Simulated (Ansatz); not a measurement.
**C₂H₇ClSi₂: small, medium and large basis sets**

An exercise on one series of results from a longer session: the logs are not shown, and one member is left open.

Computed with Ansatz 0.2.0, Gaussian basis. Level: one geometry, several basis sets.

Levels to be run: PBE0-D4/def2-SVP; ωB97M-V/def2-SVP; PBE0-D4/def2-QZVPP; ωB97M-V/def2-QZVPP; the functionals' def2-TZVPP values are taken from earlier runs.

## The geometry

An earlier PBE0-D4 in a triple-zeta def2 set relaxation fixed the geometry.

12 atoms, charge 0, spin multiplicity 1.

Atoms are counted from 1 here; the program's logs count them from 0.

Bond lengths: Cl1–C2 1.799 Å, C2–C3 1.539 Å, C2–Si5 1.919 Å, C2–H6 1.089 Å, C3–Si4 1.913 Å, C3–H7 1.092 Å, C3–H8 1.097 Å, Si4–Si5 2.333 Å, Si4–H9 1.484 Å, Si4–H10 1.488 Å, Si5–H11 1.484 Å, Si5–H12 1.492 Å. Angles: Cl1–C2–C3 109.4°, Cl1–C2–Si5 106.5°, Cl1–C2–H6 106.1°, C3–C2–Si5 98.6°, C3–C2–H6 114.8°, Si5–C2–H6 120.9°, C2–C3–Si4 99.4°, C2–C3–H7 113.7°, C2–C3–H8 108.3°, Si4–C3–H7 119.3°, Si4–C3–H8 107.6°, H7–C3–H8 107.8°, C3–Si4–Si5 75.9°, C3–Si4–H9 114.6°, C3–Si4–H10 115.3°, Si5–Si4–H9 117.4°, Si5–Si4–H10 121.3°, H9–Si4–H10 109.0° and more.

The first run:

in.yaml reads:

```yaml
crystal:
  periodic: [false, false, false]
  atoms:
    - {symbol: Cl, position_ang: [-0.852750, 2.204787, 0.358386]}
    - {symbol: C, position_ang: [0.064975, 0.754955, 0.900209]}
    - {symbol: C, position_ang: [-0.806158, -0.500464, 0.716500]}
    - {symbol: Si, position_ang: [-0.490557, -0.830299, -1.141424]}
    - {symbol: Si, position_ang: [1.372045, 0.396862, -0.459066]}
    - {symbol: H, position_ang: [0.367557, 0.954381, 1.927377]}
    - {symbol: H, position_ang: [-1.831330, -0.378611, 1.071668]}
    - {symbol: H, position_ang: [-0.350116, -1.322176, 1.282048]}
    - {symbol: H, position_ang: [-1.449392, -0.164310, -2.058167]}
    - {symbol: H, position_ang: [-0.374902, -2.264091, -1.520998]}
    - {symbol: H, position_ang: [1.978257, 1.577660, -1.122003]}
    - {symbol: H, position_ang: [2.449171, -0.483793, 0.079471]}
basis:
  gaussian: {orbitals: def2-SVP}
hamiltonian: {xc: pbe0, dispersion: d4}
output: {orbitals: {seedname: orbitals}}
```

Steps of the session up to this table: PBE0-D4 in def2-SVP; ωB97M-V in def2-SVP; PBE0-D4 in def2-QZVPP; ωB97M-V in def2-QZVPP.

One table of the session follows, with a row left open; its other results are not shown here.

It belongs to the step «Functionals by basis». 

```
functional       basis  HOMO (eV)  LUMO (eV)
   PBE0-D4    def2-SVP      -7.60       0.12
   PBE0-D4  def2-TZVPP      -7.65      -0.23
   PBE0-D4  def2-QZVPP      -7.67      -0.35
   ωB97M-V    def2-SVP          ?          ?
   ωB97M-V  def2-TZVPP      -9.75       1.41
   ωB97M-V  def2-QZVPP      -9.77       1.04
```

Q: Estimate the row for ωB97M-V, def2-SVP from the others.

**Answer.** HOMO (eV): -9.70; LUMO (eV): 1.98. In the column «HOMO (eV)» it lies between ωB97M-V, def2-TZVPP (-9.75) and PBE0-D4, def2-QZVPP (-7.67).
